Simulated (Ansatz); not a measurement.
**AsH2 (doublet): the correlation ladder, cc-pVTZ**

Aim: climb from Hartree-Fock through coupled cluster and multireference methods for AsH2 (doublet) at one geometry and basis, and see what each rung misses.

Method: cc-pVTZ, core rule «outside noble gas», up to 14 orbitals frozen; program: Ansatz 0.2.0, Gaussian basis.

Plan: UHF; CCSD(T) on ROHF; CCSD(T) on UHF; BCCD(T) on ROHF; CISD; CCSDT(Q) on ROHF; CCSDT(Q) on UHF; CASSCF and MRCISD+Q, 7 electrons in 6 orbitals; CASSCF and NEVPT4(SD), 7 electrons in 6 orbitals; CASSCF and NEVPT2, 7 electrons in 6 orbitals.

22 further runs of the same task are left out: 7 that didn't finish, 15 set aside as unsound or not needed.

## Step 1: The system

The geometry is a PBE0/def2-TZVP stationary point (not a proven minimum). No spin-orbit coupling is included. The filled d shell of As may be among the frozen orbitals whatever the setting's name suggests; the logs give the count.

3 atoms, charge 0, spin multiplicity 2.

Atoms are counted from 1 here; the program's logs count them from 0.

Bond lengths: As1–H2 1.526 Å, As1–H3 1.526 Å. Angles: H2–As1–H3 90.7°.

## Step 2: UHF

Input file in.yaml:

```yaml
crystal:
  periodic: [false, false, false]
  atoms:
    - {symbol: As, position_ang: [0.000000, -0.028104, 0.000000]}
    - {symbol: H, position_ang: [0.000000, 1.044500, -1.085896]}
    - {symbol: H, position_ang: [0.000000, 1.044492, 1.085904]}
basis:
  gaussian: {orbitals: cc-pVTZ}
magnetization: {spin_polarized: true, initial_magnetization: 1}
hamiltonian: {xc: hf}
output: {orbitals: {seedname: orbitals}}
```

Launch:

```bash
> ansatz run in.yaml --threads 1 --pin off --events-out ev --progress --plain --max-ram 2393MiB
```

After this run come: CCSD(T) on ROHF; CCSD(T) on UHF; BCCD(T) on ROHF; CISD; CCSDT(Q) on ROHF; CCSDT(Q) on UHF; CASSCF and MRCISD+Q, 7 electrons in 6 orbitals; CASSCF and NEVPT4(SD), 7 electrons in 6 orbitals; CASSCF and NEVPT2, 7 electrons in 6 orbitals.

Q: Predict the results of all the runs planned. Wanted: UCCSDT(Q) below the RHF energy; RMP2 from UCCSDT(Q); UMP2 from UCCSDT(Q); RCCSD from UCCSDT(Q); RCCSD(T) from UCCSDT(Q); UCCSD(T) from UCCSDT(Q); RCCSDT(Q) from UCCSDT(Q); NEVPT2 valence from UCCSDT(Q); NEVPT4(SD) valence from UCCSDT(Q).

**Answer**, as computed:

| quantity | value |
| --- | --- |
| UCCSDT(Q) below the RHF energy | -4.3641 eV |
| RMP2 from UCCSDT(Q) | +805.5 meV |
| UMP2 from UCCSDT(Q) | +821.0 meV |
| RCCSD from UCCSDT(Q) | +159.1 meV |
| RCCSD(T) from UCCSDT(Q) | +28.0 meV |
| UCCSD(T) from UCCSDT(Q) | +25.0 meV |
| RCCSDT(Q) from UCCSDT(Q) | +3.5 meV |
| NEVPT2 valence from UCCSDT(Q) | +794.4 meV |
| NEVPT4(SD) valence from UCCSDT(Q) | +98.5 meV |
| MRCISD+Q valence from UCCSDT(Q) | +16.1 meV |
| levels within 1 kcal/mol (43 meV) | RCCSD(T), UCCSD(T), BCCD(T), RCCSDT, UCCSDT, RCCSDT(Q), MRCISD+Q valence |
| T1 diagnostic | 0.018 |
| effectively unpaired electrons | 1.02 |

What this shows: RCCSD(T) lands +28.0 meV from the yardstick (0.6 % of the correlation energy). One determinant dominates. Of the multireference levels listed MRCISD+Q valence comes nearest in total energy (+16.1 meV), which doesn't show that its space is the better one. These misses are within one basis, not against nature; the frozen cores of restricted and unrestricted runs differ, which can shift their rows.
